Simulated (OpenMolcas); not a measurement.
# Two attempts at TiH4 (SMILES [H][Ti]([H])([H])[H])

Aim: a single-point energy of TiH4 at SOS-MP2/ANO-RCC-VDZ (DKH2, Cholesky decomposition).

The results are computed with OpenMolcas 26.06.

2 further runs of the same task are left out: 2 set aside as unsound or not needed.

### Step 1. The system as given

TiH4: 5 atoms, total charge 0, spin state singlet. SMILES: `[H][Ti]([H])([H])[H]`. The shape comes from GFN2-xTB, which is rough for such elements, and wasn't checked as a minimum.

Bond lengths: Ti1–H2 1.731 Å, Ti1–H3 1.731 Å, Ti1–H4 1.731 Å, Ti1–H5 1.731 Å. Angles: H2–Ti1–H3 109.4°, H2–Ti1–H4 109.4°, H2–Ti1–H5 109.5°, H3–Ti1–H4 109.5°, H3–Ti1–H5 109.5°, H4–Ti1–H5 109.4°.

### Step 2. The input as first written

File mol.input:

```
* H4Ti SOS-MP2
&gateway
coord
5
bohr
Ti    -0.00001890    -0.00039684    -0.00028346
H      0.02071140    -0.03178519     3.27105923
H      3.07825047     0.01972874    -1.10792753
H     -1.55760676     2.67683485    -1.05354121
H     -1.54133622    -2.66440045    -1.10928813
basis=cc-pVDZ-F12
group=NoSym
&seward
low
&scf
prorbitals=1 1
&mbpt2
sosmp2
frozen=5
```

Launch:

```console
export MOLCAS_MEM=1860
pymolcas mol.input > mol.log
```

The program printed:

```text
--- Start Module: gateway ---

                                              &GATEWAY

                       available to each process: 1.9 GB of memory, 1 thread

 ###############################################################################
 ###    ERROR: Basis set file <dir>
 ###    does not exist!                                                      ###
 ###    (1) For a valence basis set: check the spelling of                   ###
 ###    the basis set label and that the basis set file is                   ###
 ###    present in the basis set library directory.                          ###
 ###    (2) For an external auxiliary basis set: check that                  ###
 ###    the basis set file is present in the appropiate basis                ###
 ###    set library subdirectory.                                            ###
 ###############################################################################
--- Stop Module: gateway /rc=_RC_INPUT_ERROR_ ---

.####################.
.# User input error #.
.####################.

    Timing: Wall=0.03 User=0.01 System=0.01
```

Run time: 0.22 s. Hardware: 1 thread of Arm Neoverse V2, shared host.

### Step 3. Reading the log

The program refused the input.

The log says `does not exist`. Cause: the input names a basis that the program doesn't know.

### Step 4. The mended input

File mol.inp:

```
* H4Ti SOS-MP2

&GATEWAY
  Coord
  5
  bohr
  Ti    -0.00001890    -0.00039684    -0.00028346
  H      0.02071140    -0.03178519     3.27105923
  H      3.07825047     0.01972874    -1.10792753
  H     -1.55760676     2.67683485    -1.05354121
  H     -1.54133622    -2.66440045    -1.10928813
  Basis
  ANO-RCC-VDZ
  Group
  NoSym

&SEWARD
  Low

&SCF
  PrOrbitals
  1 2

&MBPT2
  SOSMP2
  Frozen
  5
```

Launch:

```console
export MOLCAS_MEM=1860
pymolcas mol.inp > mol.log
```

The program printed:

```text
--- Start Module: gateway ---
[...]
--- Stop Module: gateway /rc=_RC_ALL_IS_WELL_ ---
[...]
      Basis functions           35
[...]
--- Start Module: scf ---
[...]
       Convergence after  10 Iterations
[...]
::    Total SCF energy                               -854.9323929624
[...]
      Total spin, S                                     0.0000000000
[...]
      Total electronic charge=   26.000000
      Total            charge=   -0.000000
[...]
      Dipole Moment (debye):
      Origin of the operator (angstrom)=   -0.0000   -0.0002   -0.0001
                   X= -3.8620E-04               Y= -1.5940E-03               Z= -1.3939E-03           Total=  2.1525E-03
      Quadrupole Moment (debye*angstrom):
[...]
--- Stop Module: scf /rc=_RC_ALL_IS_WELL_ ---
--- Start Module: mbpt2 ---
[...]
WARNING!
Default frozen orbitals as non valence orbitals is overwritten by user input.
Default values:   6
[...]
::    Total MBPT2 energy                             -855.2110387116
[...]
--- Stop Module: mbpt2 /rc=_RC_ALL_IS_WELL_ ---
[...]
```

It took 2.6 s on 1 thread of Arm Neoverse V2, shared host.

### Step 5. What came out

Level: SOS-MP2/ANO-RCC-VDZ (DKH2, Cholesky decomposition).

| quantity | value |
| --- | --- |
| total energy | -855.21104 Eh |
| dipole moment (mean-field density) | 0.00 D |
| HOMO energy (Hartree–Fock orbitals) | -12.39 eV |
| LUMO energy (Hartree–Fock orbitals) | 0.88 eV |
| HOMO–LUMO gap (Hartree–Fock orbitals) | 13.27 eV |
| correlation energy (5 core orbitals frozen) | -278.6 mEh |

In words: Mulliken charges of the mean-field density run from -0.03 on H3 to +0.14 on Ti1.
